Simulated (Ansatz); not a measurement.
**HfCl4F: a closer look at a trial structure**

This session takes a relaxed cell of HfCl4F and sets out to compute bands, density of states and charges.

Computed with Ansatz 0.2.0 (DFT PBE, scalar-relativistic, plane waves, PAW, unless a step's input says otherwise).

1 further run of the same task is left out (set aside as unsound or not needed).

### 1 Starting point

It takes space group F-43m (No. 216, cubic). The conventional cell has a = 7.727 Å, b = 7.727 Å, c = 7.727 Å, α = 90.00°, β = 90.00°, γ = 90.00°. Hf (site symmetry -43m) is surrounded by 12 Cl at 3.20 Å and 4 F at 3.35 Å. Cl (site symmetry 3m) has 6 Cl at 2.73 Å and 3 F at 3.20 Å and 3 Hf at 3.20 Å as nearest neighbours. Around F (site symmetry -43m) lie 12 Cl at 3.20 Å and 4 Hf at 3.35 Å.

Coordinates:

```cif
data_structure
_symmetry_space_group_name_H-M 'F-43m'
_symmetry_Int_Tables_number 216
_cell_length_a 7.7275
_cell_length_b 7.7275
_cell_length_c 7.7275
_cell_angle_alpha 90.000
_cell_angle_beta 90.000
_cell_angle_gamma 90.000
_cell_volume 461.44
loop_
_atom_site_label
_atom_site_type_symbol
_atom_site_symmetry_multiplicity
_atom_site_Wyckoff_symbol
_atom_site_fract_x
_atom_site_fract_y
_atom_site_fract_z
_atom_site_occupancy
Hf1 Hf 4 a 0.00000 0.00000 0.00000 1
Cl1 Cl 16 e 0.12488 0.37512 0.87512 1
F1 F 4 c 0.25000 0.25000 0.25000 1
```

The cell was relaxed beforehand at this level, from a database cell with other species swapped in; it needn't be the stable form of this composition. At a tolerance of 0.05 Å it has space group F-43m (No. 216); it has 19.23 Å³/atom, an uncorrected energy of +0.07 eV/atom over the elements.

### 2 Static run: bands, density of states and charges

input.yaml

```yaml
crystal:
  lattice:
    - [0.0, 3.8637315689, 3.8637315689]
    - [3.8637315689, 0.0, 3.8637315689]
    - [3.8637315689, 3.8637315689, 0.0]
  atoms:
    - { symbol: Hf, position: [0.0, 0.0, 0.0] }
    - { symbol: Cl, position: [0.3751158848, 0.8746523456, 0.3751158848] }
    - { symbol: Cl, position: [0.3751158848, 0.3751158848, 0.3751158848] }
    - { symbol: Cl, position: [0.8746523456, 0.3751158848, 0.3751158848] }
    - { symbol: Cl, position: [0.3751158848, 0.3751158848, 0.8746523456] }
    - { symbol: F, position: [0.75, 0.75, 0.75] }
basis:
  ecutwfc: 420
kpoints:
  mp_grid: { grid: [8, 8, 8] }
  band_path:
    path:
      - [[0.0, 0.0, 0.0], [-0.5, -0.5, 0.0], [-0.375, -0.375, 0.25]]
      - [[-0.375, 0.0, 0.375], [0.0, 0.0, 0.0], [0.0, 0.0, 0.5], [-0.5, -0.25, 0.25], [-0.5, -0.5, 0.0]]
    npoints: 14
hamiltonian:
  xc: pbe
scf:
  occupations: { method: gaussian, width: 0.1 }
  n_extra_bands: 15
output:
  forces: true
  stress: true
  eigenvalues: true
  populations: true
  dos: { projected: true, de: 0.02, nscf_kmesh: { grid: [10, 10, 10] } }
  bader: true
  write_density: true
  write_potential: true
  elf: true
  volumetric_format: npy
```

Launch:

```console
$ ansatz run input.yaml --threads 1 --pin off --max-ram 2560MiB --backend cpu --events-out ev --progress --plain --runs-dir out
```

What it wrote, cut to the lines that bear on the results:

```text
Warning: RAYON_NUM_THREADS=1 ignored (pool sized by the plan → 1); use --threads N
scf.n_extra_bands = 15 over 31 filled bands (N_el = 61.0): the run solves 46 bands
[...]
Pseudopotentials: kind: paw
Pseudopotential: Hf, paw, valence charge 26, recommended cutoff 420 eV (normal), Hf.paw.azcp
Pseudopotential: Cl, paw, valence charge 7, recommended cutoff 420 eV (normal), Cl.paw.azcp
Pseudopotential: F, paw, valence charge 7, recommended cutoff 420 eV (normal), F.paw.azcp
Functional definition: PBE
[...]
Crystal: 6 atoms, lattice volume = 115.359 Å³
Basis set: ecut = 420 eV, 2229 PW (Γ), exchange–correlation on 80×80×80 points (8 copies of the dense FFT grid, shifted against one another)
Bands: 46, of which v1, the nominal top of the filled ones, is band 31 counted from 1 (30 counted from 0)
Symmetry: 24 space group operations
Space group: F-43m (ITA 216), of the structure as read, at distance tolerance 4.9e-5 Å
k-points: 29 of 512 (time reversal used)
[...]
SCF iter   1: F=—  HF=-20844.368300 eV  |F-HF|=—  |Δ(HF+E_count)|=         —  Δρ=8.78e-3  dr2=1.34e-1  ethr=1.77e-3  ⟨swp⟩=6.1  Hψ=5440  notcnv=0  defer=85
[...]
SCF iter   9: F=-20844.343535 eV  HF=-20844.343535 eV  |F-HF|=1.03e-8  |Δ(HF+E_count)|=   1.61e-8  Δρ=2.20e-6  dr2=8.37e-9  ethr=1.64e-10  ⟨swp⟩=13.3  Hψ=9094  notcnv=0
[...]
NSCF: frozen V_eff on 86 k-points
NSCF: frozen V_eff on 47 k-points
SCF converged after 9 iterations
Free energy (F): -20844.343535 eV
[...]
E sigma→0 (E₀):  -20844.329351 eV
Entropy (-TS):   -0.028367 eV (-4.728 meV/atom)
Fermi energy:    8.068489 eV
[...]
--- Forces (eV/Å), atoms counted from 1 ---
  atom   1  Hf    -0.00000000    -0.00000000    -0.00000000
  atom   2  Cl     0.00223056    -0.00223056     0.00223056
  atom   3  Cl    -0.00223056    -0.00223056    -0.00223056
  atom   4  Cl    -0.00223056     0.00223056     0.00223056
  atom   5  Cl     0.00223056     0.00223056    -0.00223056
  atom   6  F     -0.00000000     0.00000000     0.00000000
[...]
--- Stress (GPa, compression-positive) ---
        0.002931       0.000000       0.000000
       -0.000000       0.002931      -0.000000
       -0.000000      -0.000000       0.002931
  P = ⅓ Tr σ = 0.0029 GPa (0.029 kbar)
--- Band table (eV; the first three rows and the last of 29) ---
[...]
--- Löwdin populations: 6 sites ---
  site symbol       q [e]
     0     Hf     24.5891
     1     Cl      7.1237
     2     Cl      7.1237
     3     Cl      7.1237
     4     Cl      7.1237
     5      F      7.6190
  spilling = 0.004870 (of n_electrons = 61.000000)
--- Bader charges: 6 sites ---
  site symbol  charge [e]  shift [e]
     0     Hf      2.2409     0.0000
     1     Cl     -0.3789     0.0000
     2     Cl     -0.3789     0.0000
     3     Cl     -0.3789     0.0000
     4     Cl     -0.3789     0.0000
     5      F     -0.7253     0.0000
  estimated error of the sums over rays = 1.2e-4 e
```

Run time: 75 s. Hardware: 1 thread of Intel Xeon Platinum 8259CL at 2.50GHz (Skylake/Cascade Lake), shared host; peak memory 0.61 GiB.

By site:

```
atom  Löwdin electrons  Bader charge (e)  Bader volume (Å³)
 Hf1             24.59             +2.24               19.1
 Cl2              7.12             -0.38               19.9
 Cl3              7.12             -0.38               19.9
 Cl4              7.12             -0.38               19.9
 Cl5              7.12             -0.38               19.9
  F6              7.62             -0.73               16.8
```

The Löwdin counts miss 0.30 of the 61 electrons, which the atomic orbitals do not span, so they are no charges.

From bands.tsv, the levels nearest the Fermi level at the path's corners, in eV from the Fermi level:

| point | band 28 | band 29 | band 30 | band 31 | band 32 | band 33 | band 34 | band 35 |
| --- | --- | --- | --- | --- | --- | --- | --- | --- |
| Γ | -0.68 | -0.26 | 0.41 | 0.41 | 0.41 | 0.92 | 0.92 | 0.92 |
| X | -1.99 | -1.99 | -0.03 | -0.03 | 0.36 | 0.66 | 0.82 | 0.82 |
| U | -1.91 | -1.77 | -0.79 | -0.08 | 0.52 | 0.53 | 0.83 | 0.93 |
| K | -1.91 | -1.77 | -0.79 | -0.08 | 0.52 | 0.53 | 0.83 | 0.93 |
| Γ | -0.68 | -0.26 | 0.41 | 0.41 | 0.41 | 0.92 | 0.92 | 0.92 |
| L | -1.87 | -0.65 | -0.05 | -0.05 | 0.18 | 1.05 | 1.05 | 1.16 |
| W | -1.87 | -1.56 | -0.75 | -0.60 | 0.56 | 0.62 | 0.81 | 0.84 |
| X | -1.99 | -1.99 | -0.03 | -0.03 | 0.36 | 0.66 | 0.82 | 0.82 |

Counts of states by energy window (eV from the Fermi level), total and by projection:

```csv
from,to,total,Hf 6s,Hf 5d,Cl 3p,F 2p
-7,-6,1.44,0.06,0.01,1.33,0.01
-6,-5,4.06,0.20,0.17,3.49,0.10
-5,-4,4.77,0.06,0.30,4.07,0.18
-4,-3,3.16,0.01,0.29,2.55,0.20
-3,-2,6.17,0.06,0.44,2.49,3.04
-2,-1,5.43,0.02,0.18,3.06,2.07
-1,0,4.00,0.04,0.49,3.36,0.03
0,1,7.80,0.19,5.36,1.74,0.22
1,2,4.73,0.91,2.38,1.19,0.07
2,3,0.36,0.24,0.01,0.08,0.01
3,4,0.00,0.00,0.00,0.00,0.00
4,5,0.00,0.00,0.00,0.00,0.00
5,6,2.07,0.01,0.01,0.03,0.01
```

A further 32 or so states lie below the table's range.

Axes a, b and c in the maps are those of this run's conventional cell (a, b, c = 7.727, 7.727, 7.727 Å).

Density in a lattice plane of the grid's cell (edges 7.73 and 7.73 Å, at 0.125 of the third edge), which holds Cl.

Ten even steps from '0' (0.04 e/Å³) to '9' (1.77 e/Å³):
```
210000148984100000000001
000001388288200000000000
000001388278200000000000
000000148984100000000000
012321112321000001110000
148984100000000000000000
287288310000000000000000
288288310000000000000000
148984100001210000000000
112321000012421000012321
100000000001210000148984
200000000000000001388288
200000000000000001388278
100000000000000000148984
000001110000012321112321
000000000000148984100000
000000000000287288310000
000000000000288288310000
210000000000148984100001
421000012321112321000012
```
Columns run along the first of these edges and rows up along the second, over one cell in 24 and 20 even steps from the bottom left corner. Atoms in the plane (fractional): Cl at (0.38, 0.88), Cl at (0.88, 0.38), Cl at (0.12, 0.62), Cl at (0.62, 0.12).

ELF in the same plane.

Ten even steps from ' ' (0.01) to '@' (0.87):
```
::::    ..==%%@@@@@@@@@@++....::::..          ::
        ..++@@@@##==##@@%%--                    
    ..    --@@@@##==##@@@@--        ......      
..--==--....++@@@@@@@@@@%%::    ..--====::      
++%%@@@@%%==..==%%@@@@%%++..    ::++**++::    ..
%%@@@@@@@@@@++....--==--..      ::====--..    ::
@@@@##==##@@@@--    ..          ......        --
%%@@##==##@@@@++..                            --
++@@@@@@@@@@%%==..    ..::::          ..::::....
..==%%@@%%##++::    ..--==--..    ::++##%%@@%%==
++....::::..          ::::::    ..==%%@@@@@@@@@@
%%--                            ..++@@@@##==##@@
@@--        ......          ..    --@@@@##==##@@
%%::    ..--====::      ..--==--....++@@@@@@@@@@
++..    ::++**++::    ..++%%@@@@%%==..==%%@@@@%%
..      ::====--..    ::%%@@@@@@@@@@++....--==--
        ......        --@@@@##==##@@@@--    ..  
                      --%%@@##==##@@@@++..      
::::          ..::::....++@@@@@@@@@@%%==..    ..
==--..    ::++##%%@@%%==..==%%@@%%##++::    ..--
```
Columns run along the first of these edges and rows up along the second, over one cell in 24 and 20 even steps from the bottom left corner. Atoms in the plane (fractional): Cl at (0.38, 0.88), Cl at (0.88, 0.38), Cl at (0.12, 0.62), Cl at (0.62, 0.12).

Both are smooth fields of the valence electrons: close to the nuclei they are not physical.

Outside the cores ELF peaks at 0.89 in the shell around Cl, 0.8 Å from Cl; 0.82 in the shell around F, 0.6 Å from F.

### 3 Variant: xc rpbe, dispersion d3bjatm, lower_state_search light, ecutwfc left out

input.yaml

```yaml
crystal:
  lattice:
    - [0.0, 3.8637315689, 3.8637315689]
    - [3.8637315689, 0.0, 3.8637315689]
    - [3.8637315689, 3.8637315689, 0.0]
  atoms:
    - { symbol: Hf, position: [0.0, 0.0, 0.0] }
    - { symbol: Cl, position: [0.3751158848, 0.8746523456, 0.3751158848] }
    - { symbol: Cl, position: [0.3751158848, 0.3751158848, 0.3751158848] }
    - { symbol: Cl, position: [0.8746523456, 0.3751158848, 0.3751158848] }
    - { symbol: Cl, position: [0.3751158848, 0.3751158848, 0.8746523456] }
    - { symbol: F, position: [0.75, 0.75, 0.75] }
kpoints:
  mp_grid: { grid: [8, 8, 8] }
hamiltonian:
  xc: rpbe
  dispersion: d3bjatm
scf:
  occupations: { method: gaussian, width: 0.1 }
  lower_state_search: light
output:
  forces: true
  eigenvalues: true
  stress: true
```

Launch:

```console
$ ansatz run input.yaml --threads 1 --pin off --max-ram 2560MiB --backend cpu --events-out ev --progress --plain --runs-dir out
```

What it wrote, cut to the lines that bear on the results:

```text
Warning: RAYON_NUM_THREADS=1 ignored (pool sized by the plan → 1); use --threads N
[...]
Pseudopotentials: kind: paw
Pseudopotential: Hf, paw, valence charge 26, recommended cutoff 420 eV (normal), Hf.paw.azcp
Pseudopotential: Cl, paw, valence charge 7, recommended cutoff 420 eV (normal), Cl.paw.azcp
Pseudopotential: F, paw, valence charge 7, recommended cutoff 420 eV (normal), F.paw.azcp
Functional definition: RPBE
[...]
Crystal: 6 atoms, lattice volume = 115.359 Å³
Basis set: ecut = 420 eV, 2229 PW (Γ), exchange–correlation on 80×80×80 points (8 copies of the dense FFT grid, shifted against one another)
Bands: 37, of which v1, the nominal top of the filled ones, is band 31 counted from 1 (30 counted from 0)
Symmetry: 24 space group operations
Space group: F-43m (ITA 216), of the structure as read, at distance tolerance 4.9e-5 Å
k-points: 29 of 512 (time reversal used)
[...]
SCF iter   9: F=-20878.616013 eV  HF=-20878.616013 eV  |F-HF|=6.23e-9  |Δ(HF+E_count)|=   2.80e-8  Δρ=2.72e-6  dr2=1.64e-8  ethr=1.64e-10  ⟨swp⟩=8.3  Hψ=4149  notcnv=0
[...]
SCF converged after 9 iterations
Free energy (F): -20878.616013 eV
[...]
E sigma→0 (E₀):  -20878.601753 eV
Entropy (-TS):   -0.028520 eV (-4.753 meV/atom)
Fermi energy:    8.193604 eV
[...]
--- Forces (eV/Å), atoms counted from 1 ---
  atom   1  Hf    -0.00000000    -0.00000000    -0.00000000
  atom   2  Cl     0.06288751    -0.06288751     0.06288751
  atom   3  Cl    -0.06288751    -0.06288751    -0.06288751
  atom   4  Cl    -0.06288751     0.06288751     0.06288751
  atom   5  Cl     0.06288751     0.06288751    -0.06288751
  atom   6  F     -0.00000000     0.00000000     0.00000000
[...]
--- Stress (GPa, compression-positive) ---
       -8.190189       0.000000       0.000000
        0.000000      -8.190189      -0.000000
        0.000000      -0.000000      -8.190189
  P = ⅓ Tr σ = -8.1902 GPa (-81.902 kbar)
--- Band table (eV; the first three rows and the last of 29) ---
[...]
```

It took 11 s on 1 thread of Intel Xeon Platinum 8259CL at 2.50GHz (Skylake/Cascade Lake), shared host; peak memory 0.46 GiB.

| run | ending | energy change | pressure (GPa) | gap (eV) | force (eV/Å) | cycles | time |
| --- | --- | --- | --- | --- | --- | --- | --- |
| step 2 | converged | - | 0.0 | 0.00 | 0.00 | 9 | 75 s |
| variant | converged | not comparable | -8.2 | 0.00 | 0.11 | 9 | 11 s |

After a change of functional the difference of the totals has no physical meaning; the pressure goes from 0.0 to -8.2 GPa and the largest force goes from 0.00 to 0.11 eV/Å. The dispersion term and search for lower states changed too.

### 4 What came out

| quantity | value |
| --- | --- |
| gap | none (metal) |
| states at the Fermi level | 5.16 per eV per cell |
| Bader charges | Hf +2.24, Cl -0.38, F -0.73 e |

What this shows: There is no gap at this level. Of the projected weight within 0.25 eV of the Fermi level, the largest part is Cl 3p (81 %). Bader charges reach 2.2 e, so charge transfer in this metal is strong. Spin-orbit coupling is left out, which matters for the bands of Hf. The final runs have no spin polarisation, so no magnetic state was tried and one may lie lower.
